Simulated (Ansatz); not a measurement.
What does this script print? It uses Ansatz 0.2.0, Python API.

`tae.py`:
```python
'''Atomisation energy of ClH2SSi at the given geometry.'''

from collections import Counter

import ansatz as az


def single_point(molecule, charge=0, unpaired=0):
    calc = molecule.calculation().basis(gaussian='def2-TZVP').functional('b3lyp')
    if charge:
        calc = calc.charge(charge)
    if unpaired:
        calc = calc.spin('collinear', total=unpaired)
    report = calc.run(threads=1).report
    if report['published_state_doubts']:
        print('  doubts:', report['published_state_doubts'])
    return report['free_energy_ev']

geometry_ang = [
    ('S', (-1.4419, 0.1365, -0.2467)),
    ('Si', (0.6483, 0.146, -0.3413)),
    ('Cl', (1.3305, 1.804, 0.6231)),
    ('H', (-1.6014, -1.1161, -0.4823)),
    ('H', (1.1144, -1.0439, 0.4058)),
]
mol = az.Crystal.molecule()
for symbol, xyz in geometry_ang:
    mol = mol.atom(symbol, xyz)

# Hund ground states
unpaired = {'S': 2, 'Si': 2, 'Cl': 1, 'H': 1}
counts = Counter(site.symbol for site in mol.cartesian_sites)
atom_energy = {s: single_point(az.Crystal.molecule().atom(s, (0, 0, 0)), 0, unpaired[s]) for s in counts}
whole = single_point(mol, 0, 1)
for s, e in atom_energy.items():
    print(f'{s:2s} x{counts[s]}  {e:14.5f} eV')
print(f'ClH2SSi: {whole:.5f} eV')
split = sum(counts[s] * e for s, e in atom_energy.items()) - whole
print(f'atomisation energy (no zero-point term): {96.485332 * split:.1f} kJ/mol, {split / sum(counts.values()):.3f} eV an atom')
```

Output of `python tae.py`:
```text
S  x1    -10833.73371 eV
Si x1     -7874.75881 eV
Cl x1    -12521.78118 eV
H  x2       -13.66431 eV
ClH2SSi: -31271.36814 eV
atomisation energy (no zero-point term): 1328.2 kJ/mol, 2.753 eV an atom
```

1328.2 kJ/mol from the electronic energies, without the zero-point term.

Notes:
- Total energies depend on the basis set; only differences at equal settings carry meaning.
- The geometry is a force-field or estimated start, not a minimum of this method, and the basis set is short of its limit. All parts are taken at fixed geometry, without zero-point energy.
- The species is open-shell (spin multiplicity 2).
- b3lyp holds the VWN-RPA fit, as in Gaussian; the form of ORCA and Turbomole is b3lyp5.
- The whole script took 11 s on 1 thread of Arm Neoverse N1, on a shared host, peak memory 0.35 GiB.
